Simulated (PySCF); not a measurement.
# CH2BrF (Methane, bromofluoro-): the cost of one run

The runs use PySCF 2.14.0, with density-fitted response routines of our own; the level of theory stands in each step. All values are computed, except where a source is named. Atoms count from 0, in the outputs and in this text.

## (1) Starting geometry

5 atoms, charge 0, multiplicity 1; geometry from: MMFF94s. The atoms were then displaced at random by about 0.03 Å, so the start is not that level's minimum.

Bonds of the start (Å): F0–C1 1.26, C1–Br2 1.89, C1–H3 1.06, C1–H4 1.11.

## (2) Geometry optimisation at PBE0-D3(BJ)/def2-SVP

Job settings and geometry (Å):

```
{"job": {"xc": "PBE0", "basis": "def2-SVP", "d3": "d3bj", "grid": 1, "shake": 0.03, "kind": "geom"}, "charge": 0, "multiplicity": 1}
F     -0.701150     1.056140    -0.124090
C     -0.165180    -0.079500     0.005300
Br     1.711310     0.145560    -0.081530
H     -0.313320    -0.483450     0.971470
H     -0.456820    -0.749220    -0.833270
```

The run is started by

```
OMP_NUM_THREADS=1 python probes_run.py task.json out
```

The driver reads the jobs from task.json and runs them one after another.

Q: Estimate the wall time and peak memory of this first job on 1 thread of Arm Neoverse V2, shared host.

About 8.1 s, with a peak of 0.29 GiB.
